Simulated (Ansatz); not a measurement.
**WSO (2H monolayer (Janus) type, one sheet): the dielectric function from several functionals**

Aim: the dielectric function of WSO (2H monolayer (Janus) type, one sheet) in the independent-particle picture, and how it depends on the functional and on the gap. Plan: HSE06 for the gap; optics with PBE on 9×9×1; optics with r2SCAN on 9×9×1; optics with PBE and scissors to the HSE06 gap on 9×9×1; optics with PBE with spin-orbit coupling on 6×6×1.

Method: plane waves, PAW; no local fields, no excitons, in Ansatz 0.2.0.

**1. The starting structure**

The structure is trigonal, space group P3m1 (No. 156). The conventional cell has a = 2.992 Å, b = 2.992 Å, c = 30.212 Å, α = 90.00°, β = 90.00°, γ = 120.00°. Around W (site symmetry 3m) lie 3 O at 2.08 Å and 3 S at 2.37 Å. O (site symmetry 3m) has 3 W at 2.08 Å as nearest neighbours. Around S (site symmetry 3m) lie 3 W at 2.37 Å.

Structure file:

```cif
data_structure
_symmetry_space_group_name_H-M 'P3m1'
_symmetry_Int_Tables_number 156
_cell_length_a 2.9921
_cell_length_b 2.9921
_cell_length_c 30.2124
_cell_angle_alpha 90.000
_cell_angle_beta 90.000
_cell_angle_gamma 120.000
_cell_volume 234.24
loop_
_atom_site_label
_atom_site_type_symbol
_atom_site_symmetry_multiplicity
_atom_site_Wyckoff_symbol
_atom_site_fract_x
_atom_site_fract_y
_atom_site_fract_z
_atom_site_occupancy
W1 W 1 b 0.33333 0.66667 0.30307 1
O1 O 1 c 0.66667 0.33333 0.34127 1
S1 S 1 c 0.66667 0.33333 0.24934 1
```

The cell was relaxed beforehand with r2SCAN; those runs aren't shown. No spin polarisation is used; should the compound be magnetic, its bands and low-energy spectrum would differ. The cell holds one sheet and vacuum, and is periodic in the plane alone; ε, where given, is a mean over the whole height of the cell, so ε₂ and ε₁ − 1 scale inversely with that height and aren't the sheet's own values. Spin-orbit coupling, which matters for W, is in the runs so named alone.

**2. The gap to aim at**

Contents of input.yaml:

```yaml
crystal:
  lattice:
    - [2.9920703912, 0.0, 0.0]
    - [-1.4960351956, 2.5912089687, 0.0]
    - [0.0, 0.0, 30.2124244]
  atoms:
    - { symbol: W, position: [0.3333333333, 0.6666666667, 0.3030705986] }
    - { symbol: O, position: [0.6666666667, 0.3333333333, 0.3412662347] }
    - { symbol: S, position: [0.6666666667, 0.3333333333, 0.2493352415] }
  periodic: [true, true, false]
kpoints:
  mp_grid: { grid: [6, 6, 1] }
  band_path:
    path:
      - [0.0, 0.0, 0.0]
      - [0.5, 0.0, 0.0]
      - [0.3333333333, 0.3333333333, 0.0]
      - [0.05, 0.0, 0.0]
    npoints: 1
hamiltonian:
  xc: hse06
scf:
  occupations: { method: fixed }
  n_extra_bands: 4
output:
  forces: true
  stress: true
  eigenvalues: true
  write_density: true
  write_potential: true
  elf: true
  volumetric_format: npy
```

After this run come: Optics, PBE; Optics, r2SCAN; Optics, PBE with a scissors shift; Optics, PBE with spin-orbit coupling.

**Question.** What will the summary of the whole plan be? Wanted: ε∞, PBE; ε∞, r2SCAN; ε∞, PBE with spin-orbit coupling; tallest peak of ε₂, PBE; tallest peak of ε₂, r2SCAN; tallest peak of ε₂, PBE with spin-orbit coupling; HSE06 direct gap.

**Answer**, as computed:

```
                                        quantity                                value
                                         ε∞, PBE             3.24 (xx, yy), 2.08 (zz)
                                      ε∞, r2SCAN             3.06 (xx, yy), 2.00 (zz)
                      ε∞, PBE + 0.80 eV scissors             2.89 (xx, yy), 1.98 (zz)
                ε∞, PBE with spin-orbit coupling             3.19 (xx, yy), 2.00 (zz)
                         tallest peak of ε₂, PBE                       5.1 at 5.05 eV
                      tallest peak of ε₂, r2SCAN                       4.8 at 5.35 eV
      tallest peak of ε₂, PBE + 0.80 eV scissors                       5.1 at 5.85 eV
tallest peak of ε₂, PBE with spin-orbit coupling  3.6 at 3.10 eV (complete to 9.8 eV)
                                HSE06 direct gap                              3.16 eV
```

PBE + 0.80 eV scissors has the widest direct gap (3.17 eV) and PBE with spin-orbit coupling the narrowest (2.30 eV); ε∞ is 2.89 and 3.19 (in the plane). Spin-orbit coupling moves the direct gap by -0.07 eV; ε∞ doesn't compare between these two runs, as the bands summed differ. The meshes differ between the runs, and peak heights and places move with the mesh, so part of any difference isn't the level's. A sheet's ε refers to the whole height of the cell: in the plane ε − 1 falls as one over that height. Local fields and excitons are left out: both change ε∞, and without excitons the onset lacks its lines.
